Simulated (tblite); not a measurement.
# C2H11NOSi2: the cost of one run

Computed with tblite 0.8.0 and PySCF 2.14.0, with density-fitted response routines of our own, on a single molecule, in the gas phase or a continuum. Atoms count from 0, in the outputs and in this text.

## (1) Starting geometry

17 atoms, charge 0, multiplicity 1; geometry from: force field or distance geometry start.

Bonds of the start (Å): C0–C1 1.54, C1–O2 1.36, O2–Si3 1.72, Si3–N4 1.77, Si3–Si5 2.24, C0–H6 1.12, C0–H7 1.09, C0–H8 1.11, C1–H9 1.10, C1–H10 1.11, Si3–H11 1.48, N4–H12 1.05, N4–H13 1.04, Si5–H14 1.45, Si5–H15 1.48, Si5–H16 1.45.

## (2) Relaxing the molecule with GFN2-xTB

Job settings and geometry (Å):

```
{"job": {"kind": "relax", "xc": "GFN2-xTB", "basis": "xTB"}, "charge": 0, "multiplicity": 1}
C      2.819400    -0.024300    -0.565900
C      1.604000     0.199000     0.345500
O      0.512300     0.178400    -0.459200
Si    -0.958900     0.418800     0.390100
N     -1.762800     1.863800    -0.245800
Si    -2.172700    -1.439000     0.069100
H      3.060200    -1.109500    -0.437000
H      3.684700     0.583300    -0.286400
H      2.464900     0.128300    -1.605200
H      1.534600    -0.624600     1.077100
H      1.712500     1.144200     0.913600
H     -0.734700     0.527500     1.851300
H     -2.045000     1.646800    -1.231000
H     -2.592200     2.141700     0.318200
H     -2.064300    -2.276500     1.249500
H     -1.539700    -2.192600    -1.033200
H     -3.529400    -1.153200    -0.360500
```

Command:

```sh
OMP_NUM_THREADS=1 python probes_run.py task.json out
```

This one command runs all jobs of the session in turn.

**Question.** How long does this first job take on 1 thread of Arm Neoverse N1, shared host, and how much memory does it need?

About 1.2 s, with a peak of 0.18 GiB.
